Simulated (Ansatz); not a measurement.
# TiSiH₃+ (quintet): trial inputs and their diagnosis

4 inputs are run for TiSiH₃+ (quintet) as typed; the log has to tell whether the result can be used and what must change.

Method: the settings change from run to run; program: Ansatz 0.2.0, Gaussian basis.

21 further runs of the same task are left out: 10 that didn't finish, 11 set aside as unsound or not needed. Runs told in other sessions of the task aren't counted.

**1. The system**

The geometry is a PBE0/def2-TZVP stationary point (not a proven minimum) of the parent state, kept for this charge and spin.

5 atoms, charge 1, spin multiplicity 5.

Atoms are counted from 1 here; the program's logs count them from 0.

Bond lengths: Ti1–Si2 2.613 Å, Si2–H3 1.487 Å, Si2–H4 1.487 Å, Si2–H5 1.487 Å. Angles: Ti1–Si2–H3 107.8°, Ti1–Si2–H4 107.8°, Ti1–Si2–H5 107.8°, H3–Si2–H4 111.1°, H3–Si2–H5 111.1°, H4–Si2–H5 111.1°.

**2. Input 1**

Input file in.yaml:

```yaml
crystal:
  periodic: [false, false, false]
  atoms:
    - {symbol: Ti, position_ang: [-1.046109, 0.019282, 0.028665]}
    - {symbol: Si, position_ang: [1.565489, -0.028855, -0.042897]}
    - {symbol: H, position_ang: [1.993583, -1.452767, -0.048563]}
    - {symbol: H, position_ang: [2.066123, 0.675798, 1.166918]}
    - {symbol: H, position_ang: [1.998760, 0.665300, -1.284367]}
basis:
  gaussian: {orbitals: def2-SVP}
total_charge: 1
magnetization: {spin_polarized: false, initial_magnetization: 4}
hamiltonian: {xc: pbe}
correlation: {active_space: {window: {electrons: 6, orbitals: 6}}}
accuracy: high
```

Command:

```bash
ansatz run in.yaml --threads 1 --pin off --events-out ev --progress --plain --max-ram 2393MiB
```

The log of the run:

```text
Error: invalid value for `correlation.active_space`: it starts from restricted Hartree–Fock orbitals; set hamiltonian.xc: hf without magnetization.spin_polarized
```

It took 0.03 s on 1 thread of Intel Xeon 6975P-C, shared host.

**Diagnosis.** The run was refused. An active space is asked on a functional's orbitals. Fix: start from Hartree-Fock.

**3. Input 2**

Input file in.yaml:

```yaml
crystal:
  periodic: [false, false, false]
  atoms:
    - {symbol: Ti, position_ang: [-1.046109, 0.019282, 0.028665]}
    - {symbol: Si, position_ang: [1.565489, -0.028855, -0.042897]}
    - {symbol: H, position_ang: [1.993583, -1.452767, -0.048563]}
    - {symbol: H, position_ang: [2.066123, 0.675798, 1.166918]}
    - {symbol: H, position_ang: [1.998760, 0.665300, -1.284367]}
basis:
  gaussian: {orbitals: def2-mTZVP}
total_charge: 1
magnetization: {spin_polarized: false, initial_magnetization: 4}
correlation: {active_space: {window: {electrons: 6, orbitals: 6}, states: [{multiplicity: 5, weights: [1, 1]}], root: 5}}
```

The command is unchanged.

The log of the run:

```text
Error: the active space averages no state 5, counted from zero
```

Run time: 0.03 s. Hardware: 1 thread of Intel Xeon 6975P-C, shared host.

What is wrong: The run was refused. The root asked for lies beyond the states averaged. Cure: average more states or name a lower root.

**4. Input 3**

Input file in.yaml:

```yaml
crystal:
  periodic: [false, false, false]
  atoms:
    - {symbol: Ti, position_ang: [-1.046109, 0.019282, 0.028665]}
    - {symbol: Si, position_ang: [1.565489, -0.028855, -0.042897]}
    - {symbol: H, position_ang: [1.993583, -1.452767, -0.048563]}
    - {symbol: H, position_ang: [2.066123, 0.675798, 1.166918]}
    - {symbol: H, position_ang: [1.998760, 0.665300, -1.284367]}
basis:
  gaussian: {orbitals: "6-31G*", fitting: {mean_field: def2-universal-jkfit}, point_charges: [{charge: 0.50, position_ang: [6.400, 0.500, -0.762]}]}
total_charge: 1
correlation: {active_space: {window: {electrons: 6, orbitals: 6}}}
magnetization: {spin_polarized: true, initial_magnetization: 4}
```

Same command.

The log of the run:

```text
Error: invalid value for `correlation.active_space`: it starts from restricted Hartree–Fock orbitals; set hamiltonian.xc: hf without magnetization.spin_polarized
```

Run time: 0.03 s. Hardware: 1 thread of Intel Xeon 6975P-C, shared host.

What is wrong: The run was refused. An active space is asked on unrestricted orbitals. Fix: drop spin_polarized: true.

**5. Input 4**

Input file in.yaml:

```yaml
crystal:
  periodic: [false, false, false]
  atoms:
    - {symbol: Ti, position_ang: [-1.976832, 0.036437, 0.054168]}
    - {symbol: Si, position_ang: [2.958305, -0.054527, -0.081062]}
    - {symbol: H, position_ang: [3.767274, -2.745294, -0.091770]}
    - {symbol: H, position_ang: [3.904353, 1.277055, 2.205125]}
    - {symbol: H, position_ang: [3.777057, 1.257217, -2.427068]}
basis:
  gaussian: {orbitals: def2-SVP}
total_charge: 1
magnetization: {spin_polarized: false, initial_magnetization: 4}
correlation: {method: ccsd_t, electrons: outside_noble_gas, diis_vectors: 12}
scf: {lower_state_search: full}
```

The command is unchanged.

The log of the run:

```text
Functional definition: HF
  name "HF"
  cite "Fock, Z. Phys. 61, 126 (1930) doi:10.1007/BF01340294"
  parent pbe
  exchange = exact_x
  correlation = 0
675 factors; integrals over basis functions are off by at most 2.1e-4 eV
mean field evaluation 1: about -30929.0733 eV, gradient 2.5e1 eV
mean field evaluation 2: about -30929.0898 eV, gradient 2.5e1 eV
mean field evaluation 4: about -30586.2828 eV, gradient 2.2e2 eV
mean field evaluation 8: about -30959.3154 eV, gradient 1.3e1 eV
mean field evaluation 16: about -30971.5746 eV, gradient 3.3e-1 eV
mean field evaluation 32: about -30971.5861 eV, gradient 6.2e-3 eV
mean field evaluation 64: about -30971.6849 eV, gradient 2.9e0 eV
mean field evaluation 96: about -30971.7594 eV, gradient 5.7e-3 eV
mean field evaluation 128: about -30971.7593 eV, gradient 2.9e-3 eV
mean field evaluation 160: about -30970.2474 eV, gradient 3.8e0 eV
mean field evaluation 192: about -30969.1640 eV, gradient 7.8e0 eV
mean field evaluation 224: about -30971.5833 eV, gradient 1.4e-1 eV
mean field evaluation 256: about -30970.4330 eV, gradient 1.2e-1 eV
mean field evaluation 288: about -30970.4339 eV, gradient 2.7e-2 eV
mean field evaluation 320: about -30967.3589 eV, gradient 2.0e1 eV
mean field evaluation 352: about -30972.8350 eV, gradient 3.8e-5 eV
mean field evaluation 384: about -30972.8344 eV, gradient 3.9e-3 eV
mean field evaluation 416: about -30972.8430 eV, gradient 1.4e-2 eV
mean field evaluation 448: about -30972.8359 eV, gradient 2.0e-3 eV
mean field evaluation 480: about -30972.8360 eV, gradient 9.4e-3 eV
mean field evaluation 512: about -30972.8364 eV, gradient 3.1e-2 eV
mean field evaluation 544: about -30971.4716 eV, gradient 2.3e0 eV
mean field evaluation 576: about -30972.8365 eV, gradient 2.1e-2 eV
mean field evaluation 608: about -30972.8359 eV, gradient 1.3e-4 eV
mean field evaluation 640: about -30972.8358 eV, gradient 2.9e-3 eV
mean field evaluation 672: about -30969.7626 eV, gradient 1.3e1 eV
mean field evaluation 704: about -30971.2616 eV, gradient 1.1e0 eV
mean field evaluation 736: about -30971.5864 eV, gradient 6.0e-1 eV
mean field evaluation 768: about -30972.6860 eV, gradient 7.4e-3 eV
mean field evaluation 800: about -30972.6867 eV, gradient 5.8e-3 eV
mean field evaluation 832: about -30954.4559 eV, gradient 1.5e1 eV
mean field evaluation 864: about -30971.0314 eV, gradient 1.7e-1 eV
mean field evaluation 896: about -30961.3517 eV, gradient 1.4e1 eV
mean field evaluation 928: about -30972.6870 eV, gradient 2.8e-2 eV
mean field evaluation 960: about -30971.7431 eV, gradient 6.4e-2 eV
mean field evaluation 992: about -30970.9818 eV, gradient 1.3e-1 eV
mean field evaluation 1024: about -30971.6948 eV, gradient 1.0e-1 eV
mean field evaluation 1056: about -30971.8781 eV, gradient 1.8e-1 eV
mean field evaluation 1088: about -30971.6821 eV, gradient 1.9e-1 eV
mean field evaluation 1120: about -30971.4208 eV, gradient 2.4e-1 eV
mean field evaluation 1152: about -30967.6671 eV, gradient 5.2e0 eV
mean field evaluation 1184: about -30972.5173 eV, gradient 3.3e-3 eV
mean field evaluation 1216: about -30970.4328 eV, gradient 3.0e-1 eV
mean field evaluation 1248: about -30970.4266 eV, gradient 2.2e-1 eV
mean field evaluation 1280: about -30970.5044 eV, gradient 3.7e-1 eV
mean field evaluation 1312: about -30970.5063 eV, gradient 1.4e0 eV
mean field evaluation 1344: about -30972.2619 eV, gradient 2.0e0 eV
mean field evaluation 1376: about -30969.7715 eV, gradient 1.5e-1 eV
mean field evaluation 1408: about -30969.7714 eV, gradient 1.4e-1 eV
mean field evaluation 1440: about -30969.8015 eV, gradient 1.4e-1 eV
mean field evaluation 1472: about -30969.8026 eV, gradient 1.2e-1 eV
mean field evaluation 1504: about -30970.8615 eV, gradient 4.7e-2 eV
mean field evaluation 1536: about -30970.4018 eV, gradient 4.3e-1 eV
mean field evaluation 1568: about -30970.4268 eV, gradient 5.0e-1 eV
mean field evaluation 1600: about -30970.3420 eV, gradient 5.2e-1 eV
mean field evaluation 1632: about -30970.1620 eV, gradient 1.7e0 eV
mean field evaluation 1664: about -30969.7216 eV, gradient 3.5e-1 eV
mean field evaluation 1696: about -30969.7401 eV, gradient 1.2e-2 eV
mean field evaluation 1728: about -30969.6930 eV, gradient 1.2e-2 eV
mean field evaluation 1760: about -30969.6958 eV, gradient 6.2e-4 eV
mean field evaluation 1792: about -30971.5698 eV, gradient 5.1e-1 eV
mean field evaluation 1824: about -30971.5887 eV, gradient 7.2e-2 eV
mean field evaluation 1856: about -30971.5922 eV, gradient 2.6e-1 eV
mean field evaluation 1888: about -30971.2703 eV, gradient 9.0e-2 eV
mean field evaluation 1920: about -30971.2684 eV, gradient 1.7e-1 eV
mean field evaluation 1952: about -30971.2774 eV, gradient 4.5e-2 eV
mean field evaluation 1984: about -30971.5882 eV, gradient 7.0e-3 eV
mean field evaluation 2016: about -30972.6471 eV, gradient 9.4e-1 eV
mean field evaluation 2048: about -30971.2925 eV, gradient 5.2e0 eV
mean field evaluation 2080: about -30972.6859 eV, gradient 6.4e-3 eV
mean field evaluation 2112: about -30970.3240 eV, gradient 9.5e-2 eV
mean field evaluation 2144: about -30972.6667 eV, gradient 6.2e-1 eV
mean field evaluation 2176: about -30972.3128 eV, gradient 1.2e0 eV
mean field evaluation 2208: about -30968.5582 eV, gradient 1.2e1 eV
mean field evaluation 2240: about -30970.4393 eV, gradient 6.7e0 eV
mean field evaluation 2272: about -30972.3805 eV, gradient 2.8e-4 eV
mean field evaluation 2304: about -30972.6869 eV, gradient 2.0e-1 eV
mean field evaluation 2336: about -30968.3870 eV, gradient 1.7e1 eV
mean field evaluation 2368: about -30971.5816 eV, gradient 6.7e-3 eV
mean field evaluation 2400: about -30971.5858 eV, gradient 1.7e-1 eV
mean field evaluation 2432: about -30972.6861 eV, gradient 1.9e-2 eV
mean field evaluation 2464: about -30971.5204 eV, gradient 6.6e-1 eV
mean field evaluation 2496: about -30971.3221 eV, gradient 3.3e0 eV
mean field evaluation 2528: about -30971.9872 eV, gradient 4.8e0 eV
mean field evaluation 2560: about -30971.0177 eV, gradient 4.4e-1 eV
mean field evaluation 2592: about -30971.0434 eV, gradient 2.7e-1 eV
mean field evaluation 2624: about -30971.0439 eV, gradient 2.7e-1 eV
mean field evaluation 2656: about -30971.6972 eV, gradient 1.2e0 eV
mean field evaluation 2688: about -30971.7480 eV, gradient 6.9e-2 eV
mean field evaluation 2720: about -30971.6445 eV, gradient 1.2e0 eV
mean field evaluation 2752: about -30971.1853 eV, gradient 3.1e-1 eV
mean field evaluation 2784: about -30971.1873 eV, gradient 3.6e-2 eV
Error: SIGTERM received: run cancelled behind 2801 evaluations of the mean field
```

It took 79 s on 1 thread of Intel Xeon 6975P-C, shared host.

What is wrong: The run was cut at its time limit. The coordinates are scaled by the bohr-ångström factor. The shortest distance is 2.81 Å, against 1.49 Å in the geometry of step 1. To mend it, restore the coordinates in ångström.

**6. Summary**

```csv
input,level,ended,cause,time
1,"CASSCF(6,6)/def2-SVP",refused,an active space is asked on a functional's orbitals,0.03 s
2,"CASSCF(6,6)/def2-mTZVP",refused,the root asked for lies beyond the states averaged,0.03 s
3,"CASSCF(6,6)/6-31G*",refused,an active space is asked on unrestricted orbitals,0.03 s
4,CCSD(T) on ROHF/def2-SVP,cut at its time limit,the coordinates are scaled by the bohr-ångström factor,79 s
```

3 refused, 1 cut at its time limit.
